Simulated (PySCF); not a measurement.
Molecule: COGeFH3, in a box.

```
C O Ge F H
1.0
    12.00000    0.00000    0.00000
     0.00000   13.00000    0.00000
     0.00000    0.00000   12.00000
C O Ge F H
1 1 1 1 3
Direct
  0.45999 0.57180 0.53999
  0.54046 0.58152 0.45753
  0.62205 0.48186 0.38994
  0.58338 0.38337 0.47698
  0.45695 0.49162 0.57489
  0.48552 0.62143 0.60978
  0.37794 0.59625 0.51666
```

The cell isn't the ideal one: atoms moved at random, drawn with an rms of 0.05 Å.

Base run:

| Item | Value |
| --- | --- |
| Program | PySCF 2.14.0 |
| Functional | revTPSS |
| Potentials or basis | 6-31g* (all-electron) |
| k mesh | 1 × 1 × 1 |
| Occupations | fixed |
| Spin | no spin polarisation |

Its results: gap between the frontier levels 4.14 eV.

**Question.** After a change of settings the same cell gave: gap between the frontier levels 5.68 eV. Which change was it?
A. functional from revTPSS to B3PW91
B. functional from revTPSS to BP86; dispersion from none to D3
C. functional from revTPSS to r2SCANh
D. functional from revTPSS to PBE

**Answer.** A.

B3PW91 gives the wider gap, since exact exchange removes part of the self-interaction.

Caveats: this is a molecule in a periodic box at the Γ point, so its band gap is the HOMO-LUMO gap; relativity is left out, which matters for the heavier elements; the basis of atomic orbitals isn't converged, which shifts pressures, moduli and gaps.
